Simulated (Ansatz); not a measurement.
A nudged elastic band was laid between two geometries of a periodic cell of 17 atoms, AlSi16 (host Si, host structure diamond, interstitial Al).

Level of theory: Ansatz 0.2.0, DFT PBE, scalar-relativistic, plane waves, PAW. Settings: PAW set soft_1, cutoff 420 eV, k mesh 2x2x2, gaussian smearing 0.02 eV, spin collinear.

| Item | Value |
| --- | --- |
| movable images | 5 |
| climbing image | yes |
| spring | 10.0 eV/Å² |
| optimiser | quadratic models (default) |
| start path | IDPP |
| force threshold | 0.03 eV/Å |
| iteration limit | 67 |
| end points | relaxed |

Initial state:

```xyz
17
Lattice="0.0000 5.4300 5.4300 5.4300 0.0000 5.4300 5.4300 5.4300 0.0000" Properties=species:S:1:pos:R:3
Si -0.047 0.047 -0.047
Si 1.358 1.373 1.358
Si 2.729 2.701 -0.014
Si 4.057 4.072 1.358
Si 2.764 0.049 2.764
Si 4.075 1.358 4.073
Si 5.383 2.668 2.762
Si 6.788 4.073 4.088
Si -0.014 2.701 2.729
Si 1.358 4.072 4.057
Si 2.729 5.444 2.729
Si 4.072 6.787 4.072
Si 2.763 2.667 5.382
Si 4.088 4.073 6.788
Si 5.416 5.444 5.416
Si 6.788 6.772 6.787
Al 6.791 9.503 6.789
```

Final state:

Only the atoms that move by more than 0.05 Å are listed.
```
Si1 0.001 -0.002 -0.003
Si5 2.717 0.013 2.712
Si7 5.417 2.712 2.712
Si8 6.742 4.118 4.117
Si12 4.121 6.738 4.117
Si13 2.716 2.713 5.412
Si14 4.122 4.119 6.736
Si16 6.740 6.737 6.736
Al17 8.146 8.142 8.140
```

(1) Which bonds break or form, and what moves?

(2) Give the energies along the band, and the barrier.

(3) What is the geometry of the highest image?

## Answers

(1) Contacts lost: Si1–Al17. Contacts made: Si12–Al17. The atom that moves furthest is Al17, by 2.35 Å.

(2) It converged. The highest image is number 3 of 0 to 6, 0.77 eV above the ends, which have the same energy within 2 meV. By the program's own check the climbing image is a first-order saddle point (lowest curvatures found: -3.56 and 0.85 eV/Å²). Limits of this set-up: coarse k mesh.

```csv
image,path coordinate (Å),energy (eV),Si1–Al17 (Å),Si12–Al17 (Å)
0,0.00,0.00,2.43,4.70
1,0.52,0.11,2.48,4.27
2,1.04,0.43,2.67,3.74
3,1.56,0.77,3.14,3.14
4,2.09,0.43,3.74,2.67
5,2.61,0.11,4.27,2.48
6,3.13,0.00,4.70,2.43
```

(3) 
```xyz
17
Lattice="0.0000 5.4300 5.4300 5.4300 0.0000 5.4300 5.4300 5.4300 0.0000" Properties=species:S:1:pos:R:3:forces:R:3
Si 0.222 -0.222 0.219 -0.01 0.01 -0.01
Si 1.426 1.368 1.422 0.00 0.00 0.00
Si 2.650 2.782 0.009 0.00 0.00 0.00
Si 4.063 4.004 1.423 0.00 0.00 0.00
Si 2.828 0.115 2.821 -0.01 0.00 0.01
Si 4.288 1.140 4.289 0.00 0.00 0.00
Si 5.313 2.602 2.825 0.01 0.00 0.00
Si 6.679 4.185 4.189 0.00 -0.01 0.00
Si 0.012 2.780 2.647 0.00 0.00 0.00
Si 1.426 4.006 4.060 0.00 0.00 0.00
Si 2.650 5.418 2.646 0.00 0.00 0.00
Si 3.853 7.007 3.850 0.01 -0.01 0.01
Si 2.827 2.607 5.313 -0.01 0.00 0.00
Si 4.188 4.180 6.676 0.01 0.00 0.00
Si 5.212 5.645 5.213 0.00 0.00 0.00
Si 6.680 6.670 6.673 -0.01 0.00 0.01
Al 7.463 8.822 7.468 0.01 0.00 -0.01
```

Time of the run: 2.7 min on 2 threads of AMD EPYC 7B13 (Zen 3), with other jobs on the host, peak memory 1.6 GiB.
